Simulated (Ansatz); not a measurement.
Working through a convergence test of the k-point mesh of Si, space group Imma

Program: Ansatz 0.2.0 through its Python package.

Contents of `si.cif`:
```cif
data_Si
_cell_length_a 3.507480
_cell_length_b 3.507480
_cell_length_c 3.507480
_cell_angle_alpha 100.15195
_cell_angle_beta 95.04959
_cell_angle_gamma 137.36832
_symmetry_space_group_name_H-M 'P 1'
_symmetry_Int_Tables_number 1
loop_
_symmetry_equiv_pos_as_xyz
'x, y, z'
loop_
_atom_site_label
_atom_site_type_symbol
_atom_site_fract_x
_atom_site_fract_y
_atom_site_fract_z
Si1 Si    0.807000    0.057000    0.750000
Si2 Si    0.193000    0.943000    0.250000
```

Typed at the interpreter:
```pycon
>>> import ansatz
>>> from ase.io import read
>>> import pandas as pd
>>> atoms = read("si.cif")
>>> structure = ansatz.Crystal.from_ase(atoms)
>>> structure.resolved().sites[-1]
Site(symbol='Si', position=(0.19300000000000006, 0.9430000000000001, 0.25), moment=None, axis=None, held=None, saved=None)
>>> calc = structure.calculation()
>>> calc = calc.functional("r2scan").occupations("fermi_dirac", width=100 * ansatz.meV)
>>> rows = []
>>> for value in [0.8, 0.6, 0.5, 0.4, 0.33]:
...     summary = calc.kpoints(spacing=value).run(threads=1, pin="off").report
...     rows.append((value, summary["free_energy_ev"] / len(summary["lattice"]["sites"]), summary["n_iterations"], summary["n_kpoints"]))
...
DeckWarning: basis.ecutwfc = 500 eV, auto-derived from the records' recommended cutoffs: set by Si (their level for a meta-GGA)
>>> table = pd.DataFrame(rows, columns=["spacing (1/A)", "F/atom (eV)", "iterations", "k-points"])
>>> table.round(5)
   spacing (1/A)  F/atom (eV)  iterations  k-points
0           0.80   -638.53392           6        18
1           0.60   -638.53066           6        27
2           0.50   -638.56196           6        46
3           0.40   -638.57944           6        95
4           0.33   -638.57582           6       125
>>> # the last row is the reference
>>> for row in rows[:-1]:
...     shift = 1000 * (row[1] - rows[-1][1])
...     print(f"{row[0]}: {shift:+.2f} meV/atom" + ("  (within 2 meV)" if abs(shift) < 2 else ""))
...
0.8: +41.89 meV/atom
0.6: +45.16 meV/atom
0.5: +13.86 meV/atom
0.4: -3.62 meV/atom
```

What to keep in mind:
- This isn't the structure that Si takes at ambient conditions.
- Warnings are shown shortened and without file and line.
- Shifts are counted from the finest mesh, which is itself no proven limit.
- Finished in 13 s on 1 thread of Intel(R) Xeon(R) Processor @ 2.30GHz (shared host), peak memory 0.63 GiB.
